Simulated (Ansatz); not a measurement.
# B2O3: the cost of one run

All numbers below are computed with Ansatz 0.2.0 (DFT PBE, scalar-relativistic, plane waves, PAW).

**1. Starting point**

The cell holds 15 atoms (B6O9): a = 5.851 Å, b = 5.719 Å, c = 5.562 Å, α = 89.52°, β = 88.07°, γ = 89.83°.

It is the last frame of an earlier stage of the same melt, run at 2450 K.

As a file:

```
CELL_PARAMETERS angstrom
5.84984 0.00856 0.09581
0.00856 5.71940 0.02364
0.09581 0.02364 5.56095
ATOMIC_POSITIONS crystal
B 0.42677 0.37715 0.43055
B 0.15941 0.62107 0.36648
B 0.86766 0.77403 0.45545
B 0.58470 0.07828 0.68903
B 0.90603 0.42456 0.11502
B 0.54366 0.14797 0.10817
O 0.38910 0.19549 0.25435
O 0.72923 0.32998 0.16576
O 0.45636 0.25943 0.64428
O 0.91345 0.55730 0.51681
O 0.02599 0.82003 0.24541
O 0.13859 0.45754 0.07376
O 0.42579 0.61627 0.37405
O 0.52745 0.97246 0.94710
O 0.76465 0.99098 0.55567
```

**2. Dynamics at 1360 K**

One k point, a Fermi-Dirac width of 0.117 eV and a fixed cell.

File input.yaml:

```yaml
crystal:
  lattice:
    - [5.849844, 0.008559, 0.095808]
    - [0.008559, 5.719401, 0.023637]
    - [0.095808, 0.023637, 5.560953]
  atoms:
    - { symbol: B, position: [0.4267683975, 0.3771481285, 0.4305498189] }
    - { symbol: B, position: [0.1594080048, 0.6210718362, 0.3664816081] }
    - { symbol: B, position: [0.8676649299, 0.7740343012, 0.4554533745] }
    - { symbol: B, position: [0.5847021734, 0.0782781896, 0.6890311553] }
    - { symbol: B, position: [0.9060321427, 0.4245640585, 0.1150217769] }
    - { symbol: B, position: [0.5436550582, 0.1479726638, 0.1081652993] }
    - { symbol: O, position: [0.3891006376, 0.1954949033, 0.2543497007] }
    - { symbol: O, position: [0.7292300451, 0.3299800488, 0.1657566184] }
    - { symbol: O, position: [0.4563590193, 0.2594297452, 0.6442847857] }
    - { symbol: O, position: [0.9134490376, 0.5573008936, 0.5168136928] }
    - { symbol: O, position: [0.0259901782, 0.8200316457, 0.2454069452] }
    - { symbol: O, position: [0.1385853443, 0.4575382298, 0.0737643979] }
    - { symbol: O, position: [0.4257903636, 0.6162663985, 0.374053903] }
    - { symbol: O, position: [0.5274515491, 0.9724612445, 0.9471019136] }
    - { symbol: O, position: [0.7646475312, 0.9909759197, 0.5556702904] }
  symmetry: { detect: false }
basis:
  ecutwfc: 420
  xc_grid: 1
kpoints:
  mp_grid: { grid: [1, 1, 1], shift: [0.0, 0.0, 0.0] }
hamiltonian:
  xc: pbe
scf:
  occupations: { method: fermi_dirac, width: 0.1172 }
  lower_state_search: "off"
  convergence: { dr2_threshold: 1.0e-05 }
output:
  forces: true
  stress: true
md:
  timestep: 1.5
  n_steps: 250
  ensemble: nvt_langevin
  friction: 0.03
  temperature: 1360.0
  initial_velocities: maxwell_boltzmann
  seed: 95306
```

On the command line:

```
$ ansatz run input.yaml --threads 2 --pin off --max-ram 5120MiB --backend cpu --events-out ev --progress --plain --runs-dir out
```

What time and memory should one allow on 2 threads of Arm Neoverse V1, shared host?

About 94 s, with a peak of 0.3 GiB.
